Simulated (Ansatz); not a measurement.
ZrB:

```
CELL_PARAMETERS angstrom
0.00000 2.32500 2.32500
2.32500 0.00000 2.32500
2.32500 2.32500 0.00000
ATOMIC_POSITIONS crystal
Zr 0.00000 0.00000 0.00000
B 0.50000 0.50000 0.50000
```

| Quantity | Value |
| --- | --- |
| Program | Ansatz 0.2.0 |
| Task | relaxation of cell and atoms |
| Functional | LDA |
| Potentials or basis | Ansatz PAW |
| Cutoff | 420 eV (not typed: the program's choice for these potentials) |
| k mesh | 10 × 10 × 10 |
| Occupations | fermi-dirac, width 0.05 eV |
| Spin | no spin polarisation |

At the start: volume 12.57 Å³/atom.

Question: Where does the relaxation end?

Answer: It ends after 7 steps and the volume is 14.08 Å³/atom (+12.1 %); space group Fm-3m (No. 225, to 0.05 Å).

Step by step:
```tsv
step	energy change (eV)	largest force (eV/Å)	volume (Å³)
1	0.0000	0.0000	25.14
2	-0.1995	0.0000	28.99
3	-0.2131	0.0000	28.28
4	-0.2135	0.0000	28.14
5	-0.2163	0.0000	28.14
6	-0.2163	0.0000	28.17
7	-0.2163	0.0000	28.17
```

Final structure:
```
Zr B
1.0
     0.00000    2.41495    2.41495
     2.41495    0.00000    2.41495
     2.41495    2.41495    0.00000
Zr B
1 1
Direct
  0.00000 0.00000 0.00000
  0.50000 0.50000 0.50000
```

Caveat: the plane-wave basis is chosen anew once the cell has moved, so the energies of steps on either side of that aren't comparable; the PAW data sets come from PBE, with cores solved anew for the run's functional, which leaves a small shift of forces and pressure.
